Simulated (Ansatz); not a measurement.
# Alloy of AgGaS2 and AgInS2 (2 of 16 Ga sites exchanged), 64 atoms

Wanted: the relaxed alloy cell and its gap (PBEsol and HSE06).

Method: density functional theory in Ansatz 0.2.0, PAW datasets, plane waves.

### Step 1. Starting point

64 atoms (16 Ag, 14 Ga, 2 In, 32 S); a = 11.340 Å, b = 11.340 Å, c = 10.595 Å, α = 90.00°, β = 90.00°, γ = 90.00°. All atoms were shaken off their sites by about 0.02 Å along each axis.

Plan of the steps: (2) PBEsol cell relaxation at the single k point (¼, ¼, ¼), on 1 × NVIDIA GB300 Max-Q with 8 threads of Arm Neoverse-V2; (3) HSE06 single point at the single k point (¼, ¼, ¼), on 1 × NVIDIA GB300 Max-Q with 8 threads of Arm Neoverse-V2.

### Step 2. PBEsol relaxation of the cell and the positions

The input, in.yaml:

```yaml
crystal:
  lattice:
    - [11.340454, -0.000018, -0.000038]
    - [-0.000018, 11.340454, -0.000038]
    - [-0.000035, -0.000035, 10.595395]
  atoms:
    - { symbol: Ag, position: [0.003196, 0.999450, 0.999526] }
    - { symbol: Ag, position: [0.001264, 0.500792, 0.999861] }
    - { symbol: Ag, position: [0.500723, 0.996775, 0.000790] }
    - { symbol: Ag, position: [0.500169, 0.498736, 0.999406] }
    - { symbol: Ag, position: [0.001839, 0.252709, 0.250429] }
    - { symbol: Ag, position: [0.998988, 0.750769, 0.252282] }
    - { symbol: Ag, position: [0.498211, 0.251082, 0.248157] }
    - { symbol: Ag, position: [0.503269, 0.750107, 0.251306] }
    - { symbol: Ag, position: [0.250335, 0.002395, 0.749074] }
    - { symbol: Ag, position: [0.246907, 0.500312, 0.750397] }
    - { symbol: Ag, position: [0.750261, 0.000092, 0.752699] }
    - { symbol: Ag, position: [0.751779, 0.496549, 0.749841] }
    - { symbol: Ag, position: [0.247656, 0.250687, 0.501318] }
    - { symbol: Ag, position: [0.251594, 0.748743, 0.500261] }
    - { symbol: Ag, position: [0.753439, 0.247001, 0.498431] }
    - { symbol: Ag, position: [0.751445, 0.749616, 0.497504] }
    - { symbol: Ga, position: [0.000533, 0.999657, 0.499282] }
    - { symbol: Ga, position: [0.498584, 0.995515, 0.501750] }
    - { symbol: Ga, position: [0.498855, 0.500888, 0.502616] }
    - { symbol: Ga, position: [0.250864, 0.998868, 0.249584] }
    - { symbol: Ga, position: [0.252527, 0.501330, 0.246463] }
    - { symbol: Ga, position: [0.748837, 0.000760, 0.250176] }
    - { symbol: Ga, position: [0.748007, 0.498407, 0.250382] }
    - { symbol: Ga, position: [0.247433, 0.248759, 0.000729] }
    - { symbol: Ga, position: [0.247625, 0.751223, 0.000359] }
    - { symbol: Ga, position: [0.746637, 0.750533, 0.002826] }
    - { symbol: Ga, position: [0.997630, 0.252245, 0.751105] }
    - { symbol: Ga, position: [0.999958, 0.750897, 0.751849] }
    - { symbol: Ga, position: [0.498157, 0.249628, 0.750348] }
    - { symbol: Ga, position: [0.499154, 0.748715, 0.750204] }
    - { symbol: In, position: [0.000310, 0.497721, 0.501423] }
    - { symbol: In, position: [0.751455, 0.250778, 0.997800] }
    - { symbol: S, position: [0.139009, 0.126645, 0.125197] }
    - { symbol: S, position: [0.139924, 0.626661, 0.129303] }
    - { symbol: S, position: [0.638118, 0.126442, 0.124381] }
    - { symbol: S, position: [0.638326, 0.624849, 0.124224] }
    - { symbol: S, position: [0.111526, 0.123957, 0.627994] }
    - { symbol: S, position: [0.112200, 0.625006, 0.623425] }
    - { symbol: S, position: [0.608893, 0.128034, 0.627674] }
    - { symbol: S, position: [0.609873, 0.628004, 0.624023] }
    - { symbol: S, position: [0.359611, 0.374959, 0.122965] }
    - { symbol: S, position: [0.359132, 0.876345, 0.124229] }
    - { symbol: S, position: [0.863732, 0.374637, 0.123645] }
    - { symbol: S, position: [0.861090, 0.877420, 0.121997] }
    - { symbol: S, position: [0.373786, 0.108507, 0.374252] }
    - { symbol: S, position: [0.375908, 0.611138, 0.375384] }
    - { symbol: S, position: [0.875071, 0.113761, 0.373575] }
    - { symbol: S, position: [0.875190, 0.610414, 0.374876] }
    - { symbol: S, position: [0.121880, 0.389058, 0.371824] }
    - { symbol: S, position: [0.124742, 0.889796, 0.372806] }
    - { symbol: S, position: [0.623972, 0.390325, 0.378851] }
    - { symbol: S, position: [0.626091, 0.887803, 0.376931] }
    - { symbol: S, position: [0.126243, 0.360837, 0.877700] }
    - { symbol: S, position: [0.123694, 0.862326, 0.874184] }
    - { symbol: S, position: [0.623787, 0.361238, 0.874167] }
    - { symbol: S, position: [0.628109, 0.860995, 0.870894] }
    - { symbol: S, position: [0.390825, 0.373952, 0.624901] }
    - { symbol: S, position: [0.387938, 0.874932, 0.623882] }
    - { symbol: S, position: [0.890386, 0.373773, 0.625474] }
    - { symbol: S, position: [0.889925, 0.876124, 0.625556] }
    - { symbol: S, position: [0.378564, 0.141409, 0.873333] }
    - { symbol: S, position: [0.374451, 0.636812, 0.873947] }
    - { symbol: S, position: [0.874057, 0.141408, 0.873731] }
    - { symbol: S, position: [0.876624, 0.636986, 0.874343] }
  symmetry: { detect: false }
kpoints:
  mp_grid: { grid: [1, 1, 1], shift: [0.25, 0.25, 0.25] }
hamiltonian:
  xc: pbesol
scf:
  occupations: { method: fermi_dirac, width: 0.01 }
relax:
  f_tol: 0.03
  max_steps: 80
  escape_saddle: false
  adjacent_minimum: "off"
  cell: { fix: [alpha, beta, gamma] }
output:
  forces: true
  eigenvalues: true
  populations: true
```

Run with:

```sh
ansatz run in.yaml --threads 8 --pin off --max-ram 118750MiB --runs-dir r --events-out ev --progress --plain --backend cuda --devices 0,
```

After this run come: HSE06 single point.

Q: Predict the outcome of this session. Wanted: for each run, top filled to lowest empty.

As calculated:

```
             level        time  top filled to lowest empty (eV)
PBEsol, relaxation  16 s (GPU)                             1.78
             HSE06  46 s (GPU)                             2.98
```

| quantity | value |
| --- | --- |
| relaxation | 7 recorded steps, 1.49 eV gained |
| largest shift | 0.18 Å (S63) |
| relaxed cell | a = 11.339 Å, b = 11.339 Å, c = 10.601 Å, α = 90.00°, β = 90.00°, γ = 90.00° |
| mean bonds | Ag–S 2.503, Ga–S 2.291, In–S 2.463 Å |

**Reading.** Relaxation gains 1.49 eV, with shifts up to 0.18 Å (S63), while the volume changes by +0.0 %. The mean lengths of the listed bonds run from Ga–S 2.29 Å to Ag–S 2.50 Å. At the same k points, PBEsol gives a spacing 1.20 eV smaller than the 2.98 eV of HSE06. With one k point the spacing samples only the states that fold onto it, so it can exceed the gap over the zone.
